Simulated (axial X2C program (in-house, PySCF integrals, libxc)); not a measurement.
# A two-component session on TeCo⁺: properties at the nuclei

Aim: properties at the nuclei of TeCo⁺, with spin–orbit coupling in the Hamiltonian from the start.

Computed with an in-house X2C program for linear molecules on PySCF integrals. Level: two-component X2C with atomic mean-field terms, Te dyall-cv3z, Co dyall-cv3z.

All values are calculated.

### 1 Set-up

The input, task.json:

```json
{"zs": [52, 27], "q": 1, "bas": ["dyall-cv3z", "dyall-cv3z"], "r0": 2.31, "levels": ["PBE0", "HF", "LDA", "PBE50", "BP86"], "nst": 3}
```

Keys: zs atomic numbers; q charge; bas basis sets; r0 starting distance in Å; levels methods (HF also brings MP2); nst determinants followed.

The run is started by

```console
python soeom.py task.json out
```

The runs that follow: Expectation values, lowest determinant; Expectation values, a higher determinant; Expectation values, a higher determinant.

Q: Predict the outcome of this session. Wanted: lowest determinant; Eeff magnitude; Ws magnitude Te; A∥/gI Te; qzz Te; higher determinant (for each run or level that gives them).

As calculated:

| quantity | value |
| --- | --- |
| lowest determinant | Ω = 4 (excess of +ω over −ω: ω = 3/2, ω = 5/2) |
| Eeff magnitude (GV/cm), PBE0 | 1.8 |
| Ws magnitude Te (kHz), PBE0 | 0.222 |
| A∥/gI Te (MHz), PBE0 | -206 |
| qzz Te (a.u.), PBE0 | -4.81 |
| higher determinant | Ω = 2 (excess of +ω over −ω: ω = -1/2, ω = 5/2) |
| Eeff magnitude (GV/cm), PBE0, higher determinant | 1.21 |
| Ws magnitude Te (kHz), PBE0, higher determinant | 0.228 |
| A∥/gI Te (MHz), PBE0, higher determinant | -481 |
| qzz Te (a.u.), PBE0, higher determinant | -0.98 |
| higher determinant | Ω = 5 (excess of +ω over −ω: ω = -1/2, 2 × ω = 3/2, ω = 5/2) |
| Eeff magnitude (GV/cm), PBE0, higher determinant | 0.735 |
| Ws magnitude Te (kHz), PBE0, higher determinant | 0.0775 |
| A∥/gI Te (MHz), PBE0, higher determinant | -57.1 |
| qzz Te (a.u.), PBE0, higher determinant | -2.99 |

In the first state, the effective field runs from 1.8 to 2.8 GV/cm over the mean-field levels. The expectation values come from single determinants, which for open shells can mix terms of unlike spin or miss the lowest Ω, so a determinant need not be a state. Eeff is the effective electric field on the electron dipole moment in this Ω state and Ws the scalar–pseudoscalar constant (defined with the proton number Z and per Ω); A∥ is the parallel hyperfine constant, which follows by multiplying with the nuclear g factor gI = μI/(I μN); qzz is the electric field gradient, eQq0 = 234.96 MHz × Q/barn × qzz. The operators were transformed with the bare-nucleus X2C matrices.
